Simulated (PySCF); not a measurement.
# ErH8N4 (Er(NH2)4-): the cost of one run

Method: PBE0, Er lcecp-1-SVP with ECP57, N def2-SVP, H def2-SVP; scalar-relativistic core potentials, no spin–orbit coupling; program: PySCF 2.14.0.

1 further run of the same task is left out (for a known fault of the program).

### 1 Starting geometry

13 atoms, charge -1, spin multiplicity 1.

Bond lengths: Er1–N2 2.234 Å, Er1–N5 2.234 Å, Er1–N8 2.234 Å, Er1–N11 2.234 Å, N2–H3 1.018 Å, N2–H4 1.018 Å, N5–H6 1.018 Å, N5–H7 1.018 Å, N8–H9 1.018 Å, N8–H10 1.018 Å, N11–H12 1.018 Å, N11–H13 1.018 Å. Angles: N2–Er1–N5 109.5°, N2–Er1–N8 109.5°, N2–Er1–N11 109.5°, N5–Er1–N8 109.5°, N5–Er1–N11 109.5°, N8–Er1–N11 109.5°, Er1–N2–H3 125.4°, Er1–N2–H4 125.4°, H3–N2–H4 109.2°, Er1–N5–H6 125.4°, Er1–N5–H7 125.4°, H6–N5–H7 109.2°, Er1–N8–H9 125.4°, Er1–N8–H10 125.4°, H9–N8–H10 109.2°, Er1–N11–H12 125.4°, Er1–N11–H13 125.4°, H12–N11–H13 109.2°.

Coordinates:

```xyz
13
charge -1, multiplicity 1
Er    0.00000    0.00000    0.00000
N     1.28990    1.28990    1.28990
H     1.63060    1.04370    2.21750
H     1.63060    2.21750    1.04370
N    -1.28990   -1.28990    1.28990
H    -1.63060   -1.04370    2.21750
H    -1.63060   -2.21750    1.04370
N     1.28990   -1.28990   -1.28990
H     1.63060   -2.21750   -1.04370
H     1.63060   -1.04370   -2.21750
N    -1.28990    1.28990   -1.28990
H    -1.63060    2.21750   -1.04370
H    -1.63060    1.04370   -2.21750
```

Formal oxidation states: Er +3. Each metal's 11 4f electrons lie in its core potential, so multiplicities, spins and levels count the valence alone.

### 2 SCF at the start, singlet

Input file run.py (the lines that set the calculation):

```python
mol = gto.M(atom='''
Er     0.00000     0.00000     0.00000
N      1.28990     1.28990     1.28990
H      1.63060     1.04370     2.21750
H      1.63060     2.21750     1.04370
N     -1.28990    -1.28990     1.28990
H     -1.63060    -1.04370     2.21750
H     -1.63060    -2.21750     1.04370
N      1.28990    -1.28990    -1.28990
H      1.63060    -2.21750    -1.04370
H      1.63060    -1.04370    -2.21750
N     -1.28990     1.28990    -1.28990
H     -1.63060     2.21750    -1.04370
H     -1.63060     1.04370    -2.21750''',
    basis={'Er': 'lcecp-1-SVP', 'N': 'def2-SVP', 'H': 'def2-SVP'},
    ecp={'Er': 'lcecp-1-SVP'},
    charge=-1, spin=0)
mf = dft.RKS(mol, xc='PBE0')
mf.grids.atom_grid = (50, 194)  # f atoms: unpruned, at least (60, 302)
mf = mf.density_fit()  # fitting sets: Er AutoAux, N def2-universal-JKFIT, H def2-universal-JKFIT
mf.conv_tol = 1e-08; mf.max_cycle = 55
mf.kernel(dm0)  # dm0: free metal ions and neutral atoms
```

On the command line:

```sh
OMP_NUM_THREADS=2 python run.py
```

**Question.** How long does this run take on 2 threads of Intel Xeon at 2.50GHz (Skylake/Cascade Lake), shared host, and how much memory does it need?

About 42 s, with a peak of 0.8 GiB.
